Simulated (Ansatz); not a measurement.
# BH4NSiZn: small, medium and large basis sets

How large a basis does BH4NSiZn need? Two functionals are run in growing sets.

The runs use Ansatz 0.2.0, Gaussian basis; one geometry, several basis sets.

The runs, in order: PBE0-D4/def2-SVP; ωB97M-V/def2-SVP; PBE0-D4/def2-QZVPP; ωB97M-V/def2-QZVPP; the functionals' def2-TZVPP values are taken from earlier runs.

### Step 1. The geometry

An earlier PBE0-D4 in a triple-zeta def2 set relaxation fixed the geometry.

SMILES `[BH]1N[SiH2][Zn]1`, 8 atoms, charge 0, spin multiplicity 1.

Atoms are counted from 1 here; the program's logs count them from 0.

Bond lengths: B1–N2 1.394 Å, B1–Zn4 2.116 Å, B1–H5 1.194 Å, N2–Si3 1.818 Å, N2–H6 1.017 Å, Si3–Zn4 2.430 Å, Si3–H7 1.497 Å, Si3–H8 1.497 Å. Angles: N2–B1–Zn4 88.3°, N2–B1–H5 125.2°, Zn4–B1–H5 146.5°, B1–N2–Si3 124.2°, B1–N2–H6 118.2°, Si3–N2–H6 117.6°, N2–Si3–Zn4 70.4°, N2–Si3–H7 106.7°, N2–Si3–H8 106.7°, Zn4–Si3–H7 127.3°, Zn4–Si3–H8 127.3°, H7–Si3–H8 104.4°, B1–Zn4–Si3 77.2°.

### Step 2. PBE0-D4 in def2-SVP

in.yaml

```yaml
crystal:
  periodic: [false, false, false]
  atoms:
    - {symbol: B, position_ang: [-0.377281, 1.198690, -0.937097]}
    - {symbol: N, position_ang: [-0.037493, 0.513631, 0.228880]}
    - {symbol: Si, position_ang: [0.295541, -1.272358, 0.304695]}
    - {symbol: Zn, position_ang: [-0.243581, -0.638619, -1.978356]}
    - {symbol: H, position_ang: [-0.599615, 2.369515, -1.008364]}
    - {symbol: H, position_ang: [0.029784, 1.042503, 1.095366]}
    - {symbol: H, position_ang: [1.657741, -1.430752, 0.905877]}
    - {symbol: H, position_ang: [-0.632994, -1.839711, 1.333299]}
basis:
  gaussian: {orbitals: def2-SVP}
hamiltonian: {xc: pbe0, dispersion: d4}
output: {orbitals: {seedname: orbitals}}
```

Command:

```console
ansatz run in.yaml --threads 4 --pin off --events-out ev --progress --plain --max-ram 10444MiB
```

After this run come: ωB97M-V in def2-SVP; PBE0-D4 in def2-QZVPP; ωB97M-V in def2-QZVPP.

Before running them: what should the planned runs give, taken together? Wanted: PBE0-D4: double and triple zeta above quadruple; ωB97M-V: double and triple zeta above quadruple.

The runs gave:

```
                                       quantity           value
PBE0-D4: double and triple zeta above quadruple  13.78, 1.55 eV
ωB97M-V: double and triple zeta above quadruple  13.83, 1.49 eV
```

PBE0-D4 gains 12.23 eV from double to triple zeta, then 1.55 eV more. These are total energies; as a rule much of such shifts cancels in differences, which this series doesn't test.
